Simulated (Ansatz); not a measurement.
**C3H7BFGa: basis-set convergence**

How large a basis does C3H7BFGa need? Two functionals are run in growing sets.

The runs use Ansatz 0.2.0, Gaussian basis; one geometry, several basis sets.

Plan: PBE0-D4/def2-SVP; ωB97M-V/def2-SVP; PBE0-D4/def2-QZVPP; ωB97M-V/def2-QZVPP; the functionals' def2-TZVPP values are taken from earlier runs.

**1. Structure used throughout**

The geometry comes from an earlier relaxation with PBE0-D4 in a triple-zeta def2 set; it is a stationary point, not always the lowest conformer.

SMILES `C=C[B](C)[GaH][F]`, 13 atoms, charge 0, spin multiplicity 1.

Atoms are counted from 1 here; the program's logs count them from 0.

Bond lengths: C1–C2 1.338 Å, C1–H7 1.086 Å, C1–H8 1.086 Å, C2–B3 1.544 Å, C2–H9 1.089 Å, B3–C4 1.560 Å, B3–Ga5 2.103 Å, C4–H10 1.101 Å, C4–H11 1.093 Å, C4–H12 1.094 Å, Ga5–F6 1.778 Å, Ga5–H13 1.572 Å. Angles: C2–C1–H7 121.5°, C2–C1–H8 122.4°, H7–C1–H8 116.1°, C1–C2–B3 121.1°, C1–C2–H9 117.1°, B3–C2–H9 121.2°, C2–B3–C4 122.1°, C2–B3–Ga5 118.0°, C4–B3–Ga5 119.9°, B3–C4–H10 105.6°, B3–C4–H11 114.6°, B3–C4–H12 114.7°, H10–C4–H11 105.2°, H10–C4–H12 106.4°, H11–C4–H12 109.5°, B3–Ga5–F6 113.9°, B3–Ga5–H13 136.3°, F6–Ga5–H13 109.8°.

Geometry (Å):

```mol
C3H7BFGa
  3D, bonds by distance, orders not assigned

 13 12  0  0  0  0  0  0  0  0999 V2000
   -2.1521   -0.5214   -0.0045 C   0  0
   -1.2286    0.4438   -0.0871 C   0  0
    0.2782    0.1155   -0.0150 B   0  0
    0.8741   -1.1853   -0.6380 C   0  0
    1.5432    1.4941    0.9460 Ga  0  0
    1.9626    2.9030   -0.0533 F   0  0
   -1.8754   -1.5716    0.0078 H   0  0
   -3.2128   -0.3063    0.0887 H   0  0
   -1.5833    1.4733   -0.0656 H   0  0
    1.3750   -0.8666   -1.5656 H   0  0
    1.6559   -1.6593   -0.0389 H   0  0
    0.1320   -1.9344   -0.9291 H   0  0
    2.2311    1.6152    2.3545 H   0  0
  1  2  8  0
  2  3  8  0
  3  4  8  0
  3  5  8  0
  5  6  8  0
  1  7  8  0
  1  8  8  0
  2  9  8  0
  4 10  8  0
  4 11  8  0
  4 12  8  0
  5 13  8  0
M  END
```

**2. PBE0-D4 in def2-SVP**

Input file in.yaml:

```yaml
crystal:
  periodic: [false, false, false]
  atoms:
    - {symbol: C, position_ang: [-2.152053, -0.521389, -0.004542]}
    - {symbol: C, position_ang: [-1.228599, 0.443796, -0.087081]}
    - {symbol: B, position_ang: [0.278241, 0.115487, -0.015043]}
    - {symbol: C, position_ang: [0.874061, -1.185274, -0.638018]}
    - {symbol: Ga, position_ang: [1.543167, 1.494060, 0.946041]}
    - {symbol: F, position_ang: [1.962644, 2.902995, -0.053284]}
    - {symbol: H, position_ang: [-1.875383, -1.571571, 0.007834]}
    - {symbol: H, position_ang: [-3.212757, -0.306295, 0.088671]}
    - {symbol: H, position_ang: [-1.583312, 1.473341, -0.065594]}
    - {symbol: H, position_ang: [1.374975, -0.866610, -1.565588]}
    - {symbol: H, position_ang: [1.655938, -1.659333, -0.038850]}
    - {symbol: H, position_ang: [0.131950, -1.934407, -0.929054]}
    - {symbol: H, position_ang: [2.231130, 1.615211, 2.354496]}
basis:
  gaussian: {orbitals: def2-SVP}
hamiltonian: {xc: pbe0, dispersion: d4}
output: {orbitals: {seedname: orbitals}}
```

On the command line:

```bash
$ ansatz run in.yaml --threads 2 --pin off --events-out ev --progress --plain --max-ram 32768MiB --backend cpu
```

Output:

```text
Functional definition: PBE0
  name "PBE0"
  cite "Adamo & Barone, J. Chem. Phys. 110, 6158 (1999) doi:10.1063/1.478522"
  cite "Perdew, Burke & Ernzerhof, Phys. Rev. Lett. 77, 3865 (1996) doi:10.1103/PhysRevLett.77.3865"
  parent pbe
  parameter a = 0.25
  parameter kappa = 0.804
  parameter beta = 0.06672455060314922
  exchange = (1 - a)*pbe_x(kappa = kappa, mu = beta*pi^2/3) + a*exact_x
  correlation = pbe_c(beta = beta)
1571 factors; their error is unknown
mean field evaluation 1: about -58961.1963 eV, gradient 6.4e1 eV
mean field evaluation 2: about -58952.6460 eV, gradient 9.5e1 eV
mean field evaluation 4: about -58970.2304 eV, gradient 3.1e0 eV
mean field evaluation 8: about -58970.2483 eV, gradient 1.1e-1 eV
mean field evaluation 16: about -58970.4101 eV, gradient 1.8e-4 eV
mean field -58970.41009746 eV, -2167.1225995020 hartree, gradient 3.2e-5 eV, S^2 0.000000; 0 other end points of the search recorded, 0 dependent functions left out
reference -58970.41013160 eV, -2167.1226007566 hartree; 35, 35 occupied and 102, 102 virtual orbitals, 1571 factors
Total energy: -58970.65077499 eV, -2167.1314442381 hartree
```

Run time: 3.2 s. Hardware: 2 threads of AMD EPYC 7R13, shared host.

**3. ωB97M-V in def2-SVP**

Changes to in.yaml since step 2:

```diff
@@ -18,3 +18,3 @@
   gaussian: {orbitals: def2-SVP}
-hamiltonian: {xc: pbe0, dispersion: d4}
+hamiltonian: {xc: {name: wB97M-V}}
 output: {orbitals: {seedname: orbitals}}
```

Launched as before.

Output (excerpt; [...] marks lines left out):

```text
Functional definition: wB97M-V
  name "wB97M-V"
  cite "Mardirossian & Head-Gordon, J. Chem. Phys. 144, 214110 (2016) doi:10.1063/1.4952647"
  cite "Becke, J. Chem. Phys. 107, 8554 (1997) doi:10.1063/1.475007"
  cite "Vydrov & Van Voorhis, J. Chem. Phys. 133, 244103 (2010) doi:10.1063/1.3521275"
  # Of w^i u^j: cxij and so on, Table III.
[...]
  gx(w, u) = 1 - cx + cx01*u + cx10*w
  gss(w, u) = css00 + css04*u^4 + css10*w + css20*w^2 + css43*w^4*u^3
  gos(w, u) = cos00 + cos10*w + (cos20 + cos21*u)*w^2 + (cos60 + cos61*u)*w^6
[...]
      + integral(e_c_pw_mod_opposite_spin*gos(b97_w_opposite, b97_u_opposite)) + vv10(b, c)
1564 factors; their error is unknown
379 factors; integrals over basis functions are off by at most 1.2e-5 eV
[...]
mean field -58979.02358148 eV, -2167.4391392015 hartree, gradient 4.8e-5 eV, S^2 0.000000; 0 other end points of the search recorded, 0 dependent functions left out
reference -58979.02363596 eV, -2167.4391412033 hartree; 35, 35 occupied and 102, 102 virtual orbitals, 1564 factors
Total energy: -58979.02363596 eV, -2167.4391412033 hartree
```

It took 12 s on 2 threads of AMD EPYC 7R13, shared host.

**4. PBE0-D4 in def2-QZVPP**

Changes to in.yaml since step 3:

```diff
@@ -17,4 +17,4 @@
 basis:
-  gaussian: {orbitals: def2-SVP}
-hamiltonian: {xc: {name: wB97M-V}}
+  gaussian: {orbitals: "def2-QZVPP.json"}
+hamiltonian: {xc: pbe0, dispersion: d4}
 output: {orbitals: {seedname: orbitals}}
```

On the command line:

```bash
$ ansatz run in.yaml --threads 2 --pin off --events-out ev --progress --plain --max-ram 32768MiB --backend cuda --devices 0, --max-vram 18GiB
```

Output:

```text
Functional definition: PBE0
  name "PBE0"
  cite "Adamo & Barone, J. Chem. Phys. 110, 6158 (1999) doi:10.1063/1.478522"
  cite "Perdew, Burke & Ernzerhof, Phys. Rev. Lett. 77, 3865 (1996) doi:10.1103/PhysRevLett.77.3865"
  parent pbe
  parameter a = 0.25
  parameter kappa = 0.804
  parameter beta = 0.06672455060314922
  exchange = (1 - a)*pbe_x(kappa = kappa, mu = beta*pi^2/3) + a*exact_x
  correlation = pbe_c(beta = beta)
1919 factors; their error is unknown
mean field evaluation 1: about -58973.1285 eV, gradient 8.0e1 eV
mean field evaluation 2: about -58959.8824 eV, gradient 1.2e2 eV
mean field evaluation 4: about -58986.0856 eV, gradient 6.1e0 eV
mean field evaluation 8: about -58986.1551 eV, gradient 2.6e-1 eV
mean field evaluation 16: about -58986.3069 eV, gradient 1.7e-4 eV
mean field -58986.30685812 eV, -2167.7067946809 hartree, gradient 4.4e-5 eV, S^2 0.000000; 0 other end points of the search recorded, 0 dependent functions left out
reference -58986.30690673 eV, -2167.7067964675 hartree; 35, 35 occupied and 549, 549 virtual orbitals, 1919 factors
Total energy: -58986.54755012 eV, -2167.7156399489 hartree
```

Run time: 9.1 s. Hardware: 1 × H100 (card shared with other runs) with 2 threads of AMD EPYC 7R13, shared host; peak host memory 1.1 GiB.

**5. ωB97M-V in def2-QZVPP**

Changes to in.yaml since step 4:

```diff
@@ -18,3 +18,3 @@
   gaussian: {orbitals: "def2-QZVPP.json"}
-hamiltonian: {xc: pbe0, dispersion: d4}
+hamiltonian: {xc: {name: wB97M-V}}
 output: {orbitals: {seedname: orbitals}}
```

Launched as before.

Output (excerpt; [...] marks lines left out):

```text
Functional definition: wB97M-V
  name "wB97M-V"
  cite "Mardirossian & Head-Gordon, J. Chem. Phys. 144, 214110 (2016) doi:10.1063/1.4952647"
  cite "Becke, J. Chem. Phys. 107, 8554 (1997) doi:10.1063/1.475007"
  cite "Vydrov & Van Voorhis, J. Chem. Phys. 133, 244103 (2010) doi:10.1063/1.3521275"
  # Of w^i u^j: cxij and so on, Table III.
[...]
  gx(w, u) = 1 - cx + cx01*u + cx10*w
  gss(w, u) = css00 + css04*u^4 + css10*w + css20*w^2 + css43*w^4*u^3
  gos(w, u) = cos00 + cos10*w + (cos20 + cos21*u)*w^2 + (cos60 + cos61*u)*w^6
[...]
      + integral(e_c_pw_mod_opposite_spin*gos(b97_w_opposite, b97_u_opposite)) + vv10(b, c)
1914 factors; their error is unknown
470 factors; integrals over basis functions are off by at most 9.6e-6 eV
[...]
mean field -58995.17075949 eV, -2168.0325370483 hartree, gradient 6.8e-5 eV, S^2 0.000000; 0 other end points of the search recorded, 0 dependent functions left out
reference -58995.17083677 eV, -2168.0325398881 hartree; 35, 35 occupied and 549, 549 virtual orbitals, 1914 factors
Total energy: -58995.17083677 eV, -2168.0325398881 hartree
```

Wall time 9.6 s (1 × H100 (card shared with other runs) with 2 threads of AMD EPYC 7R13, shared host); peak host memory 1.2 GiB.

**6. Functionals by basis**

The def2-TZVPP values come from earlier runs at the same geometry.

```tsv
functional	basis	functions	energy (eV)	from the largest (eV)	HOMO (eV)	LUMO (eV)
PBE0-D4	def2-SVP	137	-58970.6508	15.897	-7.15	-2.15
PBE0-D4	def2-TZVPP	301	-58984.9799	1.568	-7.22	-2.24
PBE0-D4	def2-QZVPP	584	-58986.5476	0.000	-7.25	-2.26
ωB97M-V	def2-SVP	137	-58979.0236	16.147	-9.24	-0.14
ωB97M-V	def2-TZVPP	301	-58993.6537	1.517	-9.33	-0.27
ωB97M-V	def2-QZVPP	584	-58995.1708	0.000	-9.36	-0.33
```

**7. Summary of results**

| quantity | value |
| --- | --- |
| PBE0-D4: double and triple zeta above quadruple | 15.90, 1.57 eV |
| ωB97M-V: double and triple zeta above quadruple | 16.15, 1.52 eV |

What this shows: PBE0-D4 gains 14.33 eV from double to triple zeta, then 1.57 eV more. Total energies overstate the basis error of differences, where much of it tends to cancel.
